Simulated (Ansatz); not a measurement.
**C2HCl3Ge: a ladder of functionals and wavefunction methods**

How much do the methods differ for C2HCl3Ge? The plan is to run it at one geometry with functionals of several rungs and with coupled cluster, and see how far each lands from CCSD(T) at the basis-set limit for the atomisation energy.

Computed with Ansatz 0.2.0, Gaussian basis. Level: functionals in def2-TZVPP, the program's frozen cores in correlated methods.

Levels to be run: LDA (SPW92), PBE-D4, revPBE-D4, BLYP-D4, r2SCAN-D4, B97M-V, PBE0-D4, B3LYP-D4, r2SCANh-D4, r2SCAN0-D4, HSE06-D4, BHLYP-D4, CAM-B3LYP-D4, LC-ωPBE, ωB97X-V, ωB97M-V, B2PLYP, PBE-QIDH; CCSD(T)/def2-SVP; CCSD(T)/def2-TZVPP; MP2/def2-QZVPP; extrapolation to the limit; RPA on PBE.

1 further run of the same task is left out (it didn't finish).

**1. The relaxed structure**

The geometry comes from an earlier relaxation with PBE0-D4 in a triple-zeta def2 set; it is a stationary point, not always the lowest conformer.

SMILES `C#[C][Ge]([Cl])([Cl])[Cl]`, 7 atoms, charge 0, spin multiplicity 1.

Atoms are counted from 1 here; the program's logs count them from 0.

Bond lengths: C1–C2 1.203 Å, C1–H7 1.067 Å, C2–Ge3 1.874 Å, Ge3–Cl4 2.122 Å, Ge3–Cl5 2.122 Å, Ge3–Cl6 2.122 Å. Angles: C2–C1–H7 180.0°, C1–C2–Ge3 179.9°, C2–Ge3–Cl4 110.3°, C2–Ge3–Cl5 110.2°, C2–Ge3–Cl6 110.3°, Cl4–Ge3–Cl5 108.7°, Cl4–Ge3–Cl6 108.7°, Cl5–Ge3–Cl6 108.7°.

Coordinates:

```mol
C2HCl3Ge
  3D, bonds by distance, orders not assigned

  7  6  0  0  0  0  0  0  0  0999 V2000
    1.3279   -1.4910    0.6586 C   0  0
    0.5690   -0.6393    0.2770 C   0  0
   -0.6123    0.6872   -0.3192 Ge  0  0
   -2.3493   -0.1982   -1.1563 Cl  0  0
    0.3204    1.8873   -1.7999 Cl  0  0
   -1.1952    1.9321    1.2973 Cl  0  0
    2.0008   -2.2462    0.9970 H   0  0
  1  2  8  0
  2  3  8  0
  3  4  8  0
  3  5  8  0
  3  6  8  0
  1  7  8  0
M  END
```

**2. LDA**

This LDA is Slater exchange with PW92 correlation.

The input, in.yaml:

```yaml
crystal:
  periodic: [false, false, false]
  atoms:
    - {symbol: C, position_ang: [1.327917, -1.491005, 0.658559]}
    - {symbol: C, position_ang: [0.568985, -0.639314, 0.277002]}
    - {symbol: Ge, position_ang: [-0.612260, 0.687234, -0.319210]}
    - {symbol: Cl, position_ang: [-2.349347, -0.198241, -1.156339]}
    - {symbol: Cl, position_ang: [0.320371, 1.887318, -1.799863]}
    - {symbol: Cl, position_ang: [-1.195171, 1.932103, 1.297275]}
    - {symbol: H, position_ang: [2.000806, -2.246195, 0.996977]}
basis:
  gaussian: {orbitals: def2-TZVPP}
hamiltonian: {xc: lda}
output: {orbitals: {seedname: orbitals}}
```

On the command line:

```console
$ ansatz run in.yaml --threads 2 --pin off --events-out ev --progress --plain --max-ram 32768MiB --backend cpu
```

After this run come: PBE-D4 (GGA); revPBE-D4 (GGA); BLYP-D4 (GGA); r2SCAN-D4 (meta-GGA); B97M-V (meta-GGA); B3LYP-D4 (hybrid); r2SCANh-D4 (hybrid); r2SCAN0-D4 (hybrid); HSE06-D4 (hybrid); BHLYP-D4 (hybrid); CAM-B3LYP-D4 (range-separated); LC-ωPBE (range-separated); ωB97X-V (range-separated); ωB97M-V (range-separated); B2PLYP (double hybrid); PBE-QIDH (double hybrid); CCSD(T) in def2-SVP; CCSD(T) in def2-TZVPP; MP2 in def2-QZVPP; RPA on PBE orbitals.

Q: Predict the results of all the runs planned. Wanted: atomisation energy, CCSD(T)/CBS; farthest beyond LDA; mean size of error, GGA; mean size of error, meta-GGA; mean size of error, hybrid; mean size of error, range-separated; mean size of error, double hybrid; gap, smallest and largest; T1 diagnostic.

The runs gave:

```
                               quantity                                                                            value
        atomisation energy, CCSD(T)/CBS                                                                    2592.5 kJ/mol
 functionals within 25.9 kJ/mol (1.0 %)  revPBE-D4, r2SCAN-D4, PBE0-D4, r2SCANh-D4, HSE06-D4, ωB97X-V, ωB97M-V, PBE-QIDH
                    farthest beyond LDA                                                         BHLYP-D4 (-128.2 kJ/mol)
                mean size of error, GGA                                                                      40.8 kJ/mol
           mean size of error, meta-GGA                                                                      29.4 kJ/mol
             mean size of error, hybrid                                                                      43.6 kJ/mol
    mean size of error, range-separated                                                                      19.6 kJ/mol
      mean size of error, double hybrid                                                                      30.6 kJ/mol
              gap, smallest and largest                                            5.30 eV (BLYP-D4), 12.96 eV (LC-ωPBE)
                          T1 diagnostic                                                                           0.0105
triples share of the correlation energy                                                                            4.6 %
```

In words: The LDA atomisation energy is off by 428.1 kJ/mol (17 %): it overbinds. PBE-D4 misses by +84.3 kJ/mol. Double hybrids carry the basis error of their MP2 part in triple zeta, and no dispersion term here, so their miss is partly the set-up's. Taken by rung, range-separated functionals do best (19.6 kJ/mol on average) and hybrid ones worst beyond LDA (43.6 kJ/mol). The gap between the best rungs is small, so their order is not settled. The mean of the hybrids holds BHLYP, with half exact exchange. The reference freezes the cores and leaves out relativity and excitations past (T), and its outer-core shells are covered unevenly, so misses under about 25.9 kJ/mol can't be ranked. Hartree-Fock recovers 71 % of the binding; the rest is correlation. CCSD(T) in def2-SVP is off by -179.8 kJ/mol, so the small basis spoils what the method gains. The gap grows from 5.3 to 13.0 eV across the functionals, mostly with the share of exact exchange. Correlated methods include outer-core shells of Ge, which these sets cover unevenly.
